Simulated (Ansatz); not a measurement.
**C₇H₁₄FHfN₃: a ladder of functionals and wavefunction methods**

The task here is to estimate one member of a computed series from the others.

Computed with Ansatz 0.2.0, Gaussian basis. Level: functionals in def2-TZVPP, the program's frozen cores in correlated methods.

Levels to be run: LDA (SPW92), PBE-D4, revPBE-D4, BLYP-D4, r2SCAN-D4, B97M-V, PBE0-D4, B3LYP-D4, r2SCANh-D4, r2SCAN0-D4, HSE06-D4, BHLYP-D4, CAM-B3LYP-D4, LC-ωPBE, ωB97X-V, ωB97M-V, B2PLYP, PBE-QIDH; CCSD(T)/def2-SVP; CCSD(T)/def2-TZVPP; MP2/def2-QZVPP; extrapolation to the limit; RPA on PBE.

### The relaxed structure

The geometry comes from an earlier relaxation with PBE0-D4 in a triple-zeta def2 set; it is a stationary point, not always the lowest conformer. Hf takes the def2 core potential; no spin-orbit term is included.

SMILES `C[N](C)[Hf]1234([NH2])([NH2])[C@@H]5[C@H]1[C@H]2[C@@]3(F)[C@@H]54`, 26 atoms, charge 0, spin multiplicity 1.

Atoms are counted from 1 here; the program's logs count them from 0.

Bond lengths: C1–N2 1.443 Å, C1–H13 1.102 Å, C1–H14 1.095 Å, C1–H15 1.101 Å, N2–C3 1.441 Å, N2–Hf4 2.046 Å, C3–H16 1.101 Å, C3–H17 1.091 Å, C3–H18 1.101 Å, Hf4–N5 2.055 Å, Hf4–N6 2.047 Å, Hf4–C7 2.523 Å, Hf4–C8 2.488 Å, Hf4–C9 2.555 Å, Hf4–C10 2.631 Å, Hf4–C12 2.612 Å, N5–H19 1.011 Å, N5–H20 1.009 Å and more. Angles: N2–C1–H13 112.2°, N2–C1–H14 111.1°, N2–C1–H15 111.6°, H13–C1–H14 107.7°, H13–C1–H15 107.1°, H14–C1–H15 106.9°, C1–N2–C3 111.9°, C1–N2–Hf4 119.0°, C3–N2–Hf4 128.9°, N2–C3–H16 111.4°, N2–C3–H17 110.4°, N2–C3–H18 111.9°, H16–C3–H17 108.2°, H16–C3–H18 106.8°, H17–C3–H18 108.1°, N2–Hf4–N5 100.6°, N2–Hf4–N6 103.3°, N2–Hf4–C7 119.7° and more.

The first run:

in.yaml reads:

```yaml
crystal:
  periodic: [false, false, false]
  atoms:
    - {symbol: C, position_ang: [-2.610920, -0.014017, -0.328647]}
    - {symbol: N, position_ang: [-1.563678, -0.280865, 0.627083]}
    - {symbol: C, position_ang: [-2.007465, -1.162375, 1.676785]}
    - {symbol: Hf, position_ang: [0.317059, 0.438567, 0.262622]}
    - {symbol: N, position_ang: [-0.076758, 2.447487, 0.079864]}
    - {symbol: N, position_ang: [1.310257, 0.063819, 2.012435]}
    - {symbol: C, position_ang: [1.206151, 0.477030, -2.098501]}
    - {symbol: C, position_ang: [0.664265, -0.803204, -1.865159]}
    - {symbol: C, position_ang: [1.503307, -1.477669, -0.940572]}
    - {symbol: C, position_ang: [2.556516, -0.600549, -0.647815]}
    - {symbol: F, position_ang: [3.567184, -0.882156, 0.172831]}
    - {symbol: C, position_ang: [2.384332, 0.614371, -1.324615]}
    - {symbol: H, position_ang: [-2.967117, -0.932196, -0.822270]}
    - {symbol: H, position_ang: [-2.266886, 0.672779, -1.109655]}
    - {symbol: H, position_ang: [-3.484404, 0.455809, 0.149065]}
    - {symbol: H, position_ang: [-2.863423, -0.736560, 2.222888]}
    - {symbol: H, position_ang: [-1.201746, -1.338358, 2.391159]}
    - {symbol: H, position_ang: [-2.334141, -2.137751, 1.282833]}
    - {symbol: H, position_ang: [-0.883107, 2.877900, 0.511514]}
    - {symbol: H, position_ang: [0.472162, 3.168274, -0.363671]}
    - {symbol: H, position_ang: [2.150284, -0.481605, 2.141530]}
    - {symbol: H, position_ang: [1.154850, 0.611331, 2.848487]}
    - {symbol: H, position_ang: [0.791395, 1.232125, -2.748919]}
    - {symbol: H, position_ang: [-0.228439, -1.210728, -2.316146]}
    - {symbol: H, position_ang: [1.375167, -2.474763, -0.547072]}
    - {symbol: H, position_ang: [3.035185, 1.473312, -1.266065]}
basis:
  gaussian: {orbitals: def2-TZVPP}
hamiltonian: {xc: lda}
output: {orbitals: {seedname: orbitals}}
```

Among the steps run: LDA; PBE-D4 (GGA); revPBE-D4 (GGA); BLYP-D4 (GGA); r2SCAN-D4 (meta-GGA); B97M-V (meta-GGA); PBE0-D4 (hybrid); B3LYP-D4 (hybrid); r2SCANh-D4 (hybrid); r2SCAN0-D4 (hybrid); HSE06-D4 (hybrid); BHLYP-D4 (hybrid); CAM-B3LYP-D4 (range-separated); LC-ωPBE (range-separated); ωB97X-V (range-separated); ωB97M-V (range-separated); B2PLYP (double hybrid); PBE-QIDH (double hybrid).

One table of the session follows, with a row left open; its other results are not shown here.

It belongs to the step «Frontier levels by functional». 

```
  functional  HOMO (eV)  gap (eV)
 LDA (SPW92)      -4.95      3.85
      PBE-D4      -4.79      3.95
   revPBE-D4      -4.72      3.98
     BLYP-D4          ?         ?
   r2SCAN-D4      -4.99      4.33
      B97M-V      -5.10      4.44
     PBE0-D4      -5.97      6.00
    B3LYP-D4      -5.79      5.61
  r2SCANh-D4      -5.44      5.09
  r2SCAN0-D4      -6.13      6.25
    HSE06-D4      -5.58      5.22
    BHLYP-D4      -7.11      7.95
CAM-B3LYP-D4      -7.32      8.30
     LC-ωPBE      -8.60     10.69
     ωB97X-V      -8.29     10.17
     ωB97M-V      -8.21      9.59
```

Q: Estimate the row for BLYP-D4 from the others.

Worked estimate for «HOMO (eV)». Against the share of exact exchange, B3LYP-D4 (0.2, -5.79), BHLYP-D4 (0.5, -7.11) give a slope of -4.40 per unit share; at 0 the line stands at -4.91.

As computed: HOMO (eV): -4.68; gap (eV): 3.97. In «HOMO (eV)» the line misses by -0.23.
